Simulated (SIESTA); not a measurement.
NiMoIrPdW:

```
CELL_PARAMETERS angstrom
2.77046 0.00000 0.00000
-1.38523 2.39928 0.00000
0.00000 0.00000 21.88122
ATOMIC_POSITIONS crystal
Ni 0.33333 0.66667 0.04433
Ni 0.66667 0.33333 0.95562
Mo 0.66667 0.33333 0.34270
Mo 0.66667 0.33333 0.76320
Pd 0.33333 0.66667 0.44768
Pd 0.33333 0.66667 0.65723
Ir 0.33333 0.66667 0.23988
Ir 0.33333 0.66667 0.86050
W 0.66667 0.33333 0.13646
W 0.66667 0.33333 0.55240
```

The cell was built by a generator and needn't be a form met in nature.

Base run:

| Quantity | Value |
| --- | --- |
| Program | SIESTA 5.4.2 |
| Functional | PBE |
| Potentials or basis | PseudoDojo 0.4 standard (PBE files) |
| Basis | DZP (energy shift 0.003 Ry; two zetas on semicore shells) |
| Grid cutoff | 800 Ry |
| Energy shift | 0.003 Ry |
| k mesh | 11 × 11 × 2 |
| Occupations | fermi-dirac, width 0.05 eV |
| Spin | collinear spin, ferromagnetic start |
| Starting moments | [1.0, 1.0, 1.0, 1.0, 0.0, 0.0, 0.6, 0.6, 0.0, 0.0] μB |
| Hubbard terms | Ir d U = 2 eV, Mo d U = 2 eV, Ni d U = 2 eV, Pd d U = 2 eV, W d U = 2 eV |

Its results: band gap on the k mesh none (metal or under the smearing width); pressure 0.2 GPa; net moment 1.33 μB per cell; site moments Ni +0.37, +0.78; Mo -0.01, -0.06; Pd -0.00, +0.00; Ir -0.00, +0.23; W +0.03, -0.00 μB; largest force 0.373 eV/Å.

Question: The run is repeated on the same cell with these changes: hubbard terms from Ir d U = 2 eV, Mo d U = 2 eV, Ni d U = 2 eV, Pd d U = 2 eV, W d U = 2 eV to none. What comes out?

Answer: Band gap on the k mesh none (metal or under the smearing width); pressure 2.0 GPa; net moment 0.11 μB per cell; site moments Ni +0.04, +0.07; Mo +0.00, -0.01; Pd -0.00, +0.00; Ir -0.00, +0.00; W +0.00, -0.00 μB; largest force 0.519 eV/Å.

Caveats: short orbitals over semicore shells can move pressures by several GPa; the valence orbitals were made in a potential fitted to the semicore shell under them, which widens gaps by tenths of an eV or more; the basis of atomic orbitals isn't converged, which shifts pressures, moduli and gaps; the U is typed as a test and isn't derived for this compound (some runs).

Not every run made on this cell is shown here.
